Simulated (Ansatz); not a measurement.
# CH₃Cl₂FMoOS: up Jacob's ladder to CCSD(T)

An exercise on one series of results from a longer session: the logs are not shown, and one member is left open.

Program: Ansatz 0.2.0, Gaussian basis. Level of theory: functionals in def2-TZVPP, the program's frozen cores in correlated methods. These are calculated values, not measurements.

Levels to be run: LDA (SPW92), PBE-D4, revPBE-D4, BLYP-D4, r2SCAN-D4, B97M-V, PBE0-D4, B3LYP-D4, r2SCANh-D4, r2SCAN0-D4, HSE06-D4, BHLYP-D4, CAM-B3LYP-D4, LC-ωPBE, ωB97X-V, ωB97M-V, B2PLYP, PBE-QIDH; CCSD(T)/def2-SVP; CCSD(T)/def2-TZVPP; MP2/def2-QZVPP; extrapolation to the limit; RPA on PBE.

### The relaxed structure

All runs share one geometry, relaxed beforehand with PBE0-D4 in a triple-zeta def2 set. Mo takes the def2 core potential; no spin-orbit term is included.

SMILES `C[O][Mo]([F])(=[S])([Cl])[Cl]`, 10 atoms, charge 0, spin multiplicity 1.

Atoms are counted from 1 here; the program's logs count them from 0.

Bond lengths: C1–O2 1.399 Å, C1–H8 1.096 Å, C1–H9 1.094 Å, C1–H10 1.091 Å, O2–Mo3 1.831 Å, Mo3–F4 1.860 Å, Mo3–S5 2.068 Å, Mo3–Cl6 2.283 Å, Mo3–Cl7 2.301 Å. Angles: O2–C1–H8 108.8°, O2–C1–H9 110.5°, O2–C1–H10 108.5°, H8–C1–H9 109.5°, H8–C1–H10 109.8°, H9–C1–H10 109.7°, C1–O2–Mo3 135.3°, O2–Mo3–F4 87.5°, O2–Mo3–S5 104.6°, O2–Mo3–Cl6 151.9°, O2–Mo3–Cl7 85.8°, F4–Mo3–S5 108.3°, F4–Mo3–Cl6 84.3°, F4–Mo3–Cl7 145.3°, S5–Mo3–Cl6 103.5°, S5–Mo3–Cl7 106.3°, Cl6–Mo3–Cl7 85.8°.

Set-up of the first run:

Input file in.yaml:

```yaml
crystal:
  periodic: [false, false, false]
  atoms:
    - {symbol: C, position_ang: [0.469126, -1.670043, -0.114741]}
    - {symbol: O, position_ang: [-0.063077, -0.502502, -0.672814]}
    - {symbol: Mo, position_ang: [-0.436987, 1.180563, -0.056483]}
    - {symbol: F, position_ang: [-2.034553, 0.495470, 0.604571]}
    - {symbol: S, position_ang: [-0.855080, 2.278564, -1.758237]}
    - {symbol: Cl, position_ang: [-0.659777, 2.705817, 1.628080]}
    - {symbol: Cl, position_ang: [1.828227, 1.372454, 0.296758]}
    - {symbol: H, position_ang: [1.495500, -1.468546, 0.213781]}
    - {symbol: H, position_ang: [-0.131402, -1.993885, 0.740963]}
    - {symbol: H, position_ang: [0.471122, -2.448993, -0.878980]}
basis:
  gaussian: {orbitals: def2-TZVPP}
hamiltonian: {xc: lda}
output: {orbitals: {seedname: orbitals}}
```

Started as:

```
> ansatz run in.yaml --threads 2 --pin off --events-out ev --progress --plain --max-ram 32768MiB --backend cuda --devices 0, --max-vram 18GiB
```

Among the steps run: LDA; PBE-D4 (GGA); revPBE-D4 (GGA); BLYP-D4 (GGA); r2SCAN-D4 (meta-GGA); B97M-V (meta-GGA); B3LYP-D4 (hybrid); r2SCANh-D4 (hybrid); r2SCAN0-D4 (hybrid); HSE06-D4 (hybrid); BHLYP-D4 (hybrid); CAM-B3LYP-D4 (range-separated); LC-ωPBE (range-separated); ωB97X-V (range-separated); ωB97M-V (range-separated); B2PLYP (double hybrid); PBE-QIDH (double hybrid).

One of the session's tables, all rows but one given; the rest of the session is left out.

It belongs to the step «Frontier levels by functional». 

```
  functional  HOMO (eV)  LUMO (eV)  gap (eV)
 LDA (SPW92)      -7.29      -4.85      2.44
      PBE-D4      -7.14      -4.66      2.47
   revPBE-D4      -7.08      -4.59      2.49
     BLYP-D4      -6.97      -4.54      2.43
   r2SCAN-D4      -7.48      -4.74      2.74
      B97M-V      -7.57      -4.76      2.81
     PBE0-D4          ?          ?         ?
    B3LYP-D4      -8.17      -4.22      3.95
  r2SCANh-D4      -7.95      -4.49      3.46
  r2SCAN0-D4      -8.66      -4.08      4.58
    HSE06-D4      -8.04      -4.42      3.62
    BHLYP-D4      -9.57      -3.20      6.37
CAM-B3LYP-D4      -9.70      -3.01      6.69
     LC-ωPBE     -11.04      -1.97      9.07
     ωB97X-V     -10.69      -2.01      8.68
     ωB97M-V     -10.54      -1.98      8.56
```

Q: Estimate the row for PBE0-D4 from the others.

As computed: HOMO (eV): -8.44; LUMO (eV): -4.05; gap (eV): 4.39. In the column «HOMO (eV)» it lies between r2SCAN0-D4 (-8.66) and B3LYP-D4 (-8.17).
